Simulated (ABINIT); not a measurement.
MgI2:

```
I Mg
1.0
     4.14000    0.00000    0.00000
    -2.07000    3.58535    0.00000
     0.00000    0.00000    6.88000
I Mg
2 1
Direct
  0.66667 0.33333 0.75000
  0.33333 0.66667 0.25000
  0.00000 0.00000 0.00000
```

Base run:

| Item | Value |
| --- | --- |
| Program | ABINIT 10.8.3 (patched build) |
| Functional | LDA |
| Potentials or basis | PseudoDojo NC SR LDA v0.4.1 standard |
| Cutoff | 1088 eV |
| k mesh | 8 × 8 × 4, shifted |
| Occupations | fixed |
| Spin | no spin polarisation |

Its results: pressure -2.0 GPa; largest force 0.367 eV/Å.

Question: The run is repeated on the same cell with these changes: functional from LDA to PBE; potentials or basis from PseudoDojo NC SR LDA v0.4.1 standard to PseudoDojo NC SR PBE v0.4.1 standard. What comes out?

Answer: Pressure 0.7 GPa; largest force 0.234 eV/Å.

Caveats: the cell's inner coordinates are idealised or old, which leaves forces on the atoms; this functional lacks dispersion, which binds the layers, so the pressure and a relaxed spacing across them are unreliable (some runs).

Not every run made on this cell is shown here.
